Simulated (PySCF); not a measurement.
**Pd, Pd⁺: ionisation energy in def2-QZVPPD with ECP28**

Wanted: the ionisation energy of palladium, up a ladder of methods.

Program: PySCF 2.14.0. Level of theory: unrestricted determinants in a Gaussian basis, no spin-orbit coupling in the energies. These are calculated values, not measurements, unless marked.

## (1) The system

| Quantity | Value |
| --- | --- |
| Element | palladium (Z = 46) |
| Basis | def2-QZVPPD with the def2 core potential (28 electrons) |
| Hamiltonian | a scalar-relativistic core potential |
| State 1 | Pd: [Kr] 4d10, closed-shell 1S |
| State 2 | Pd⁺: [Kr] 4d9, 2D determinant |
| Methods | CCSD(T) |
| Core shells frozen in the correlated runs | valence and next inner shell: nothing (for Pd) |

Outer shells as boxes (Hund's rule):

Pd [Kr] 4d10
```
[Kr] core
4d [↑↓][↑↓][↑↓][↑↓][↑↓]
```

Pd+ [Kr] 4d9
```
[Kr] core
4d [↑↓][↑↓][↑↓][↑↓][↑ ]
```

One driver process ran all states and methods and kept the integrals in memory. Each run is shown as a PySCF script that sums up its settings (the driver passes frozen orbitals as a list and adds second-order terms of double hybrids); the logs are those of the runs themselves. The driver starts from symmetry-adapted Hartree-Fock orbitals, holds the occupation by maximum overlap and uses a logarithmic radial grid for functionals, so a plain start would take other cycles.

The integrals over 88 functions and the set-up took 0.53 s of CPU time.

## (2) Pd, at CCSD(T) (valence and next inner shell)

**CCSD(T) (valence and next inner shell)**

The input, input.py:

```python
from pyscf import gto, scf, dft, mp, cc
import basis_set_exchange as bse
txt = bse.get_basis("def2-QZVPPD", elements=["Pd"], fmt="nwchem", header=False)
cut = txt.index("\nECP")
mol = gto.M(atom="Pd 0 0 0", charge=0, spin=0, symmetry="D2h",
            basis=gto.basis.parse(txt[:cut]),
            ecp={"Pd": gto.basis.parse_ecp(txt[cut:])})
mf = scf.UHF(mol)
mf.irrep_nelec = {'Ag': (3, 3), 'B1g': (1, 1), 'B2g': (1, 1), 'B3g': (1, 1), 'B1u': (1, 1), 'B2u': (1, 1), 'B3u': (1, 1)}
mf.kernel()
mycc = cc.CCSD(mf, frozen=0).run()
mycc.ccsd_t()
```

The log of the run:

```text
CC2 = 0
CCSD nocc = 9, nmo = 88
frozen orbitals []
max_cycle = 100
direct = 0
conv_tol = 1e-08
conv_tol_normt = 1e-06
diis_space = 8
diis_start_cycle = 0
Init t2, MP2 energy = -127.751089868172  E_corr(MP2) -0.718715217287474
Init E_corr(CCSD) = -0.718715217301498
cycle = 1  E_corr(CCSD) = -0.657197248346729  dE = 0.061517969  norm(t1,t2) = 0.0679649
cycle = 2  E_corr(CCSD) = -0.681791448418407  dE = -0.0245942001  norm(t1,t2) = 0.0369665
cycle = 3  E_corr(CCSD) = -0.67758372624307  dE = 0.00420772218  norm(t1,t2) = 0.024367
cycle = 4  E_corr(CCSD) = -0.677001120244687  dE = 0.000582605998  norm(t1,t2) = 0.00205197
cycle = 5  E_corr(CCSD) = -0.677303547271998  dE = -0.000302427027  norm(t1,t2) = 0.000590646
cycle = 6  E_corr(CCSD) = -0.67734259758186  dE = -3.90503099e-05  norm(t1,t2) = 0.000211949
cycle = 7  E_corr(CCSD) = -0.677311735741392  dE = 3.08618405e-05  norm(t1,t2) = 5.44623e-05
cycle = 8  E_corr(CCSD) = -0.677308939231671  dE = 2.79650972e-06  norm(t1,t2) = 1.02576e-05
cycle = 9  E_corr(CCSD) = -0.677309748620431  dE = -8.0938876e-07  norm(t1,t2) = 3.78326e-06
cycle = 10  E_corr(CCSD) = -0.677310015427072  dE = -2.66806641e-07  norm(t1,t2) = 1.348e-06
cycle = 11  E_corr(CCSD) = -0.677309921062661  dE = 9.43644112e-08  norm(t1,t2) = 3.29459e-07
cycle = 12  E_corr(CCSD) = -0.677309945674097  dE = -2.4611436e-08  norm(t1,t2) = 8.07102e-08
cycle = 13  E_corr(CCSD) = -0.677309948342246  dE = -2.66814959e-09  norm(t1,t2) = 3.11905e-08
CCSD converged
E(CCSD) = -127.7096845992263  E_corr = -0.6773099483422461
CCSD(T) correction = -0.0272667346372339
```

It used 21 s of CPU time after the integrals (shared host).

CCSD correlation -0.67731 hartree, triples -0.02727; total -127.736951. T1 = 0.009, largest double amplitude 0.017.

## (3) Pd⁺, at CCSD(T) (valence and next inner shell)

**CCSD(T) (valence and next inner shell)**

The input, input.py:

```python
from pyscf import gto, scf, dft, mp, cc
import basis_set_exchange as bse
txt = bse.get_basis("def2-QZVPPD", elements=["Pd"], fmt="nwchem", header=False)
cut = txt.index("\nECP")
mol = gto.M(atom="Pd 0 0 0", charge=1, spin=1, symmetry="D2h",
            basis=gto.basis.parse(txt[:cut]),
            ecp={"Pd": gto.basis.parse_ecp(txt[cut:])})
mf = scf.UHF(mol)
mf.irrep_nelec = {'Ag': (3, 2), 'B1g': (1, 1), 'B2g': (1, 1), 'B3g': (1, 1), 'B1u': (1, 1), 'B2u': (1, 1), 'B3u': (1, 1)}
mf.kernel()
mycc = cc.CCSD(mf, frozen=0).run()
mycc.ccsd_t()
```

The log of the run:

```text
CC2 = 0
CCSD nocc = (np.int64(9), np.int64(8)), nmo = (88, 88)
frozen orbitals [[], []]
max_cycle = 100
direct = 0
conv_tol = 1e-08
conv_tol_normt = 1e-06
diis_space = 8
diis_start_cycle = 0
Init t2, MP2 energy = -0.624269550889664
Init E_corr(UCCSD) = -0.62426955089062
cycle = 1  E_corr(UCCSD) = -0.599557286386108  dE = 0.0247122645  norm(t1,t2) = 0.0559641
cycle = 2  E_corr(UCCSD) = -0.610524250954255  dE = -0.0109669646  norm(t1,t2) = 0.016343
cycle = 3  E_corr(UCCSD) = -0.60984207687601  dE = 0.000682174078  norm(t1,t2) = 0.00778388
cycle = 4  E_corr(UCCSD) = -0.610097752046913  dE = -0.000255675171  norm(t1,t2) = 0.00285375
cycle = 5  E_corr(UCCSD) = -0.610268948239278  dE = -0.000171196192  norm(t1,t2) = 0.00148981
cycle = 6  E_corr(UCCSD) = -0.610153613360021  dE = 0.000115334879  norm(t1,t2) = 0.000845103
cycle = 7  E_corr(UCCSD) = -0.610171299267857  dE = -1.76859078e-05  norm(t1,t2) = 0.000411527
cycle = 8  E_corr(UCCSD) = -0.610195818714785  dE = -2.45194469e-05  norm(t1,t2) = 0.000211897
cycle = 9  E_corr(UCCSD) = -0.610184197411835  dE = 1.1621303e-05  norm(t1,t2) = 0.000118903
cycle = 10  E_corr(UCCSD) = -0.610182758353039  dE = 1.4390588e-06  norm(t1,t2) = 3.77078e-05
cycle = 11  E_corr(UCCSD) = -0.610185238918313  dE = -2.48056527e-06  norm(t1,t2) = 1.59606e-05
cycle = 12  E_corr(UCCSD) = -0.610184789753284  dE = 4.49165029e-07  norm(t1,t2) = 8.21152e-06
cycle = 13  E_corr(UCCSD) = -0.610184961299904  dE = -1.7154662e-07  norm(t1,t2) = 3.71639e-06
cycle = 14  E_corr(UCCSD) = -0.610184801645019  dE = 1.59654885e-07  norm(t1,t2) = 1.91611e-06
cycle = 15  E_corr(UCCSD) = -0.610184813159908  dE = -1.15148888e-08  norm(t1,t2) = 8.96987e-07
cycle = 16  E_corr(UCCSD) = -0.610184839202681  dE = -2.60427733e-08  norm(t1,t2) = 4.95549e-07
cycle = 17  E_corr(UCCSD) = -0.610184837184541  dE = 2.0181401e-09  norm(t1,t2) = 2.8528e-07
UCCSD converged
E(UCCSD) = -127.4128787867467  E_corr = -0.6101848371845408
UCCSD(T) correction = -0.0185466942257321
```

CPU time 100 s on a shared host, the integrals not counted.

CCSD correlation -0.61018 hartree, triples -0.01855; total -127.431425. T1 = 0.006, largest double amplitude 0.019.

## (4) Differences of total energies

Ionisation energy: Pd [Kr] 4d10 (1S) → Pd⁺ [Kr] 4d9 (2D).

| method | value (eV) | error (eV) |
| --- | --- | --- |
| UHF | 6.250 | -2.262 |
| MP2 (valence and next inner shell) | 8.820 | +0.308 |
| SCS-MP2 (valence and next inner shell) | 8.497 | -0.015 |
| CCSD (valence and next inner shell) | 8.076 | -0.436 |
| CCSD(T) (valence and next inner shell) | 8.314 | -0.199 |

Reference: 8.512 eV (measured; NIST levels, between the centres of gravity of the two terms). Errors of the correlated levels include the incompleteness of this basis.

The runs at UHF, MP2 (valence and next inner shell) are not shown; their differences are listed all the same.

## (5) Outcome

| quantity | value |
| --- | --- |
| ionisation energy, Pd | UHF 6.250, CCSD(T) (valence and next inner shell) 8.314 eV; reference 8.512 |

Each level's miss (mean over 1 difference):

| method | mean absolute miss against the measured value (with the measured fine structure taken into account where it is known) (eV) |
| --- | --- |
| UHF | 2.262 |
| MP2 (valence and next inner shell) | 0.308 |
| SCS-MP2 (valence and next inner shell) | 0.015 |
| CCSD (valence and next inner shell) | 0.436 |
| CCSD(T) (valence and next inner shell) | 0.199 |

Against experiment SCS-MP2 (valence and next inner shell) comes closest (off by 0.02 eV) and UHF is farthest (2.26 eV). Hartree-Fock falls short because the species with more electrons holds more correlation energy, which it lacks. All values hold for this basis alone; no basis-set limit was taken.
